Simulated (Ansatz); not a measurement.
# C2H9AlSi: the cost of one run

Method: UKS BHLYP-D4/6-31G, in Ansatz 0.2.0.

**1. Starting point**

Bond lengths: Al1–Si2 2.708 Å, Al1–C3 1.977 Å, Al1–C5 2.010 Å, Si2–H6 1.480 Å, Si2–H7 1.478 Å, Si2–H8 1.488 Å, C3–H9 1.092 Å, C3–H10 1.092 Å, C5–H11 1.100 Å, C5–H12 1.100 Å, C5–H13 1.098 Å. Angles (14 of 18 angles, heavy atoms first): Si2–Al1–C3 83.6°, Si2–Al1–C5 128.3°, C3–Al1–C5 147.4°, Al1–Si2–H6 104.8°, Al1–Si2–H7 116.2°, Al1–Si2–H8 126.6°, Al1–C3–H9 121.8°, Al1–C3–H10 126.1°, Al1–C5–H11 110.4°, Al1–C5–H12 112.5°, Al1–C5–H13 114.6°, H6–Si2–H7 104.3°, H6–Si2–H8 102.5°, H7–Si2–H8 99.9°.

Structure file:

```xyz
13

Al   -0.3164   -0.0303   -0.6173
Si    1.3028    0.2963    1.5283
C    -0.5847   -1.8376    0.1376
H     0.2586   -1.1884    1.0305
C    -0.8955    1.3456   -1.9626
H     0.4525    0.9544    2.5455
H     2.4418    1.2213    1.3506
H     1.9669   -0.7808    2.3106
H    -0.0646   -2.7110   -0.2620
H    -1.4877   -2.2003    0.6322
H    -1.1086    2.3032   -1.4651
H    -1.8154    1.0565   -2.4920
H    -0.1497    1.5710   -2.7366
```

**2. Run 1**

150 steps of 0.5 fs at constant energy, with velocities drawn for 100 K.

input.yaml reads:

```yaml
crystal:
  periodic: [false, false, false]
  atoms:
    - { symbol: Al, position_ang: [-0.3164, -0.0303, -0.6173] }
    - { symbol: Si, position_ang: [1.3028, 0.2963, 1.5283] }
    - { symbol: C, position_ang: [-0.5847, -1.8376, 0.1376] }
    - { symbol: H, position_ang: [0.2586, -1.1884, 1.0305] }
    - { symbol: C, position_ang: [-0.8955, 1.3456, -1.9626] }
    - { symbol: H, position_ang: [0.4525, 0.9544, 2.5455] }
    - { symbol: H, position_ang: [2.4418, 1.2213, 1.3506] }
    - { symbol: H, position_ang: [1.9669, -0.7808, 2.3106] }
    - { symbol: H, position_ang: [-0.0646, -2.711, -0.262] }
    - { symbol: H, position_ang: [-1.4877, -2.2003, 0.6322] }
    - { symbol: H, position_ang: [-1.1086, 2.3032, -1.4651] }
    - { symbol: H, position_ang: [-1.8154, 1.0565, -2.492] }
    - { symbol: H, position_ang: [-0.1497, 1.571, -2.7366] }
magnetization:
  spin_polarized: true
basis:
  gaussian: { orbitals: "6-31G" }
hamiltonian:
  xc: { name: BHLYP }
  dispersion: d4
md:
  timestep: 0.5
  n_steps: 150
  ensemble: nve
  temperature: 100.0
  initial_velocities: maxwell_boltzmann
  seed: 859540
```

Started as:

```console
$ ansatz run input.yaml --threads 1 --pin off --max-ram 2048MiB --backend cpu --events-out ev --progress --plain --runs-dir out
```

What time and memory should one allow on 1 thread of Intel Xeon 6975P-C (Granite Rapids), shared host?

About 7.8 min, with a peak of 0.22 GiB.
